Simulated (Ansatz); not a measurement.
The system is AlSn.

```
CELL_PARAMETERS angstrom
4.19811 0.00000 0.00000
-2.09905 3.63567 0.00000
0.00000 0.00000 3.30685
ATOMIC_POSITIONS crystal
Sn 0.33333 0.66667 0.50000
Al 0.00000 0.00000 0.00000
```

The cell comes from a database or a generator and needn't be the stable form of this composition.

| Property | Result |
| --- | --- |
| Program | Ansatz 0.2.0 |
| Task | relaxation of cell and atoms |
| Functional | revPBE |
| Dispersion | D3(BJ) |
| Potentials or basis | Ansatz PAW |
| Cutoff | 420 eV (not typed: the program's choice for these potentials) |
| k mesh | 7 × 7 × 8 |
| Occupations | fermi-dirac, width 0.05 eV |
| Spin | no spin polarisation |

At the start: volume 25.24 Å³/atom.

How do energy, volume and symmetry change on relaxing?

It ends after 6 steps and the volume is 23.88 Å³/atom (-5.4 %); space group P-6m2 (No. 187, to 0.05 Å).

The path:
```csv
step,energy change (eV),largest force (eV/Å),volume (Å³)
1,0.0000,0.0000,50.47
2,-0.0224,0.0000,46.78
3,-0.0257,0.0000,47.85
4,-0.0258,0.0000,47.76
5,-0.0258,0.0000,47.75
6,-0.0252,0.0000,47.75
```

Final structure:
```yaml
crystal:
  lattice:
    - [4.10393, 0.00000, 0.00000]
    - [-2.05196, 3.55410, 0.00000]
    - [0.00000, 0.00000, 3.27401]
  atoms:
    - { symbol: Sn, position: [0.33333, 0.66667, 0.50000] }
    - { symbol: Al, position: [0.00000, 0.00000, 0.00000] }
```

Caveat: the plane-wave basis is chosen anew once the cell has moved, so the energies of steps on either side of that aren't comparable; pairwise dispersion overbinds metals, which lowers pressure and volume; the PAW data sets come from PBE, with cores solved anew for the run's functional, which leaves a small shift of forces and pressure.
